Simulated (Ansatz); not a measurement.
**WS2: further runs on the relaxed cell**

The task, for WS2: see whether it has a gap, which orbitals make up the states near it and how charge is shared.

The COD entry's cell or inner coordinates are ideal or old and differ from later refinements, so a difference from it is no clean test against experiment.

Program: Ansatz 0.2.0. Level of theory: DFT PBE+D3(BJ), scalar-relativistic, plane waves, PAW. These are calculated values, not measurements.

1 further run of the same task is left out (set aside as unsound or not needed).

**1. The starting structure**

The structure is hexagonal, space group P6_3/mmc (No. 194). Conventional cell: a = 3.154 Å, b = 3.154 Å, c = 12.143 Å, α = 90.00°, β = 90.00°, γ = 120.00°. W (site symmetry -6m2) has 6 S at 2.41 Å as nearest neighbours. S (site symmetry 3m) is surrounded by 3 W at 2.41 Å.

Coordinates:

```cif
data_structure
_symmetry_space_group_name_H-M 'P6_3/mmc'
_symmetry_Int_Tables_number 194
_cell_length_a 3.1538
_cell_length_b 3.1538
_cell_length_c 12.1433
_cell_angle_alpha 90.000
_cell_angle_beta 90.000
_cell_angle_gamma 120.000
_cell_volume 104.60
loop_
_atom_site_label
_atom_site_type_symbol
_atom_site_symmetry_multiplicity
_atom_site_Wyckoff_symbol
_atom_site_fract_x
_atom_site_fract_y
_atom_site_fract_z
_atom_site_occupancy
W1 W 2 c 0.33333 0.66667 0.25000 1
S1 S 4 f 0.33333 0.66667 0.62031 1
```

It is the result of an earlier relaxation at this level (volume 17.43 Å³/atom; gap on the mesh: 0.89 eV).

**2. Bands, states and charges**

The input, input.yaml:

```yaml
crystal:
  lattice:
    - [3.1537892862, 0.0, 0.0]
    - [-1.5768946431, 2.7312616401, 0.0]
    - [0.0, 0.0, 12.1432901544]
  atoms:
    - { symbol: W, position: [0.3333333333, 0.6666666667, 0.25] }
    - { symbol: W, position: [0.6666666667, 0.3333333333, 0.75] }
    - { symbol: S, position: [0.3333333333, 0.6666666667, 0.6203061671] }
    - { symbol: S, position: [0.6666666667, 0.3333333333, 0.1203061671] }
    - { symbol: S, position: [0.3333333333, 0.6666666667, 0.8796938329] }
    - { symbol: S, position: [0.6666666667, 0.3333333333, 0.3796938329] }
basis:
  ecutwfc: 420
kpoints:
  mp_grid: { grid: [12, 12, 4] }
  band_path:
    path:
      - [[0.0, 0.0, 0.0], [0.5, 0.0, 0.0], [0.33333333, 0.33333333, 0.0], [0.0, 0.0, 0.0], [0.0, 0.0, 0.5], [0.5, 0.0, 0.5], [0.33333333, 0.33333333, 0.5], [0.0, 0.0, 0.5]]
      - [[0.5, 0.0, 0.5], [0.5, 0.0, 0.0]]
      - [[0.33333333, 0.33333333, 0.5], [0.33333333, 0.33333333, 0.0]]
    npoints: 14
hamiltonian:
  xc: pbe
  dispersion: d3bj
scf:
  occupations: { method: gaussian, width: 0.02 }
  n_extra_bands: 15
output:
  forces: true
  stress: true
  eigenvalues: true
  populations: true
  dos: { projected: true, de: 0.02, nscf_kmesh: { grid: [18, 18, 6] } }
  bader: true
  write_density: true
  write_potential: true
  elf: true
  volumetric_format: npy
```

Started as:

```bash
$ ansatz run input.yaml --threads 2 --pin off --max-ram 5120MiB --backend cpu --events-out ev --progress --plain --runs-dir out
```

**Question.** What will these runs give? Wanted: gap; Bader charges.

The runs gave:

| quantity | value |
| --- | --- |
| gap | 0.89 eV, indirect on the path |
| Bader charges | W +1.36, S -0.68 e |

The gap is 0.89 eV, with the valence top at Γ and the conduction bottom between K and Γ on the path. Of the projected weight, the top eV of the valence band is W 5d (65 %) and S 3p (31 %), and the lowest eV of the conduction band W 5d (64 %) and S 3p (33 %). The charge transfer is moderate (1.4 e by Bader), and the ELF peak of 0.87 on the S–W line shows directed, polar covalent bonding. These runs have no spin-orbit coupling; with W it would split and shift bands.

The gaps are Kohn-Sham values of a semilocal functional, not quasiparticle or optical gaps. Such gaps usually fall short of the measured ones.
